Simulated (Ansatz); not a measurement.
CH4ClFSSi, SMILES C[Si](F)(S)Cl, a rigid torsion scan

Run with Ansatz's Python interface.

`torsion_ch4clfssi.py`:
```python
"""Rigid torsion scan of CH4ClFSSi."""

import ansatz as az
from ase import Atoms

atoms = Atoms(["C", "Si", "F", "S", "Cl", "H", "H", "H", "H"], positions=[
    [-0.1834, -0.9522, -0.7453],
    [0.5188, 0.4863, 0.1706],
    [1.4529, -0.0959, 1.2949],
    [-0.9339, 1.6556, 1.1121],
    [1.5982, 1.6745, -1.1125],
    [0.5341, -1.5073, -1.2403],
    [-0.7812, -1.5596, -0.0915],
    [-0.8701, -0.5353, -1.5475],
    [-1.2468, 0.7874, 2.1424],
])

# start the scan from a relaxed geometry
first = (
    az.Crystal.molecule_from_ase(atoms).calculation()
    .basis(gaussian="6-31G*")
    .functional("pbe0")
    .relax(force_tolerance=0.02, max_steps=80)
)
atoms.positions = first.run().report["positions_ang"]

start = atoms.get_dihedral(0, 1, 3, 8)
energies = {}
for turn in range(0, 360, 30):
    turned = atoms.copy()
    turned.set_dihedral(0, 1, 3, 8, start + turn, indices=[3, 8])
    calc = (
        az.Crystal.molecule_from_ase(turned).calculation()
        .basis(gaussian="6-31G*")
        .correlation("mp2")
    )
    energies[round((start + turn) % 360)] = calc.run().report["free_energy_ev"]
floor = min(energies.values())
print("dihedral C0-Si1-S3-H8 (deg)   E - E(min) (kJ/mol)")
for angle, e in sorted(energies.items()):
    print(f"{angle:8d} {96.485332 * (e - floor):14.3f}  " + "#" * int(30 * (e - floor) / max(max(energies.values()) - floor, 1e-9)))
```

Running `python torsion_ch4clfssi.py` prints:
```text
dihedral C0-Si1-S3-H8 (deg)   E - E(min) (kJ/mol)
      27          2.999  #########
      57          0.000
      87          2.782  #########
     117          6.768  ######################
     147          6.034  ###################
     177          2.169  #######
     207          1.881  ######
     237          5.448  #################
     267          6.595  #####################
     297          7.229  #######################
     327          9.096  ##############################
     357          8.126  ##########################
```

What to keep in mind:
- The settings weren't tested for convergence.
- The scan is rigid and the energies are electronic, in a modest basis. With rigid groups the curve can differ much from the relaxed path, the start wasn't checked as a minimum of this torsion, and equivalent turns needn't return to the same energy.
- The start is relaxed with a density functional and scanned with the wavefunction method, so it isn't exactly that method's minimum.
- Wall time of the script: 69 s on 1 thread of Arm Neoverse V2, with other jobs on the host, peak memory 0.29 GiB.

(Lines on the test bed's own set-up are left out of the output.)
